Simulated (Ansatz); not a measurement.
# C2H6AlB: taking an electron away

The task here is to estimate one member of a computed series from the others.

Computed with Ansatz 0.2.0, Gaussian basis. Level: unrestricted cation, the program's frozen cores in correlated methods.

Levels to be run: UKS PBE-D4/def2-TZVPP; UKS r2SCAN-D4/def2-TZVPP; UKS PBE0-D4/def2-TZVPP; UKS B3LYP-D4/def2-TZVPP; UKS wB97X-V/def2-TZVPP; UKS wB97M-V/def2-TZVPP; UKS B2PLYP/def2-TZVPP; UHF-MP2/def2-TZVPP; UHF-MP2/def2-QZVPP; then −ε(HOMO) from the neutral's earlier runs with LDA (SPW92), PBE-D4, revPBE-D4, BLYP-D4, r2SCAN-D4, B97M-V, PBE0-D4, B3LYP-D4, r2SCANh-D4, r2SCAN0-D4, HSE06-D4, BHLYP-D4, CAM-B3LYP-D4, LC-ωPBE, ωB97X-V, ωB97M-V.

1 further run of the same task is left out (it didn't finish).

## Structure used throughout

An earlier PBE0-D4 in a triple-zeta def2 set relaxation fixed the geometry.

SMILES `C[B]1[CH2][AlH]1`, 10 atoms, charge 0, spin multiplicity 1.

Atoms are counted from 1 here; the program's logs count them from 0.

Bond lengths: C1–B2 1.558 Å, C1–H5 1.094 Å, C1–H6 1.094 Å, C1–H7 1.095 Å, B2–C3 1.467 Å, B2–Al4 1.970 Å, C3–Al4 2.106 Å, C3–H8 1.112 Å, C3–H9 1.092 Å, Al4–H10 1.589 Å. Angles: B2–C1–H5 111.3°, B2–C1–H6 111.3°, B2–C1–H7 112.0°, H5–C1–H6 106.3°, H5–C1–H7 107.9°, H6–C1–H7 107.9°, C1–B2–C3 134.1°, C1–B2–Al4 151.9°, C3–B2–Al4 74.0°, B2–C3–Al4 64.0°, B2–C3–H8 130.4°, B2–C3–H9 124.1°, Al4–C3–H8 66.4°, Al4–C3–H9 171.9°, H8–C3–H9 105.5°, B2–Al4–C3 42.0°, B2–Al4–H10 157.7°, C3–Al4–H10 115.7°.

The first run:

in.yaml

```yaml
crystal:
  periodic: [false, false, false]
  atoms:
    - {symbol: C, position_ang: [-1.463480, 0.806111, -0.400480]}
    - {symbol: B, position_ang: [-0.052337, 0.188922, -0.167449]}
    - {symbol: C, position_ang: [0.466253, -0.871678, 0.702679]}
    - {symbol: Al, position_ang: [1.879094, 0.077559, -0.537873]}
    - {symbol: H, position_ang: [-1.776177, 0.698559, -1.442988]}
    - {symbol: H, position_ang: [-1.467252, 1.878918, -0.187801]}
    - {symbol: H, position_ang: [-2.226327, 0.336477, 0.228904]}
    - {symbol: H, position_ang: [1.498948, -1.267629, 0.820570]}
    - {symbol: H, position_ang: [-0.148066, -1.448461, 1.396563]}
    - {symbol: H, position_ang: [3.372544, -0.449878, -0.409124]}
basis:
  gaussian: {orbitals: def2-TZVPP}
total_charge: 1
magnetization: {spin_polarized: true, initial_magnetization: 1}
hamiltonian: {xc: pbe, dispersion: d4}
```

Steps of the session up to this table: Cation, UKS PBE-D4/def2-TZVPP; Cation, UKS r2SCAN-D4/def2-TZVPP; Cation, UKS PBE0-D4/def2-TZVPP; Cation, UKS B3LYP-D4/def2-TZVPP; Cation, UKS wB97X-V/def2-TZVPP; Cation, UKS wB97M-V/def2-TZVPP; Cation, UKS B2PLYP (frozen core)/def2-TZVPP; Cation, UHF-MP2/def2-TZVPP; Cation, UHF-MP2/def2-QZVPP.

One table of the session follows, with a row left open; its other results are not shown here.

For comparison, −ε(HOMO) of the neutral from earlier runs:

```
  functional  −ε(HOMO) (eV)
 LDA (SPW92)           5.57
      PBE-D4           5.49
   revPBE-D4           5.45
     BLYP-D4           5.38
   r2SCAN-D4           5.65
      B97M-V           5.72
     PBE0-D4           6.48
    B3LYP-D4           6.33
  r2SCANh-D4           6.02
  r2SCAN0-D4           6.58
    HSE06-D4           6.09
    BHLYP-D4              ?
CAM-B3LYP-D4           7.72
     LC-ωPBE           8.93
     ωB97X-V           8.64
     ωB97M-V           8.47
```

Q: Estimate the row for BHLYP-D4 from the others.

Worked estimate for «−ε(HOMO) (eV)». Against the share of exact exchange, BLYP-D4 (0, 5.38), B3LYP-D4 (0.2, 6.33) give a slope of 4.75 per unit share; at 0.5 the line stands at 7.75.

The run gave: −ε(HOMO) (eV): 7.39. In «−ε(HOMO) (eV)» the line misses by +0.36.
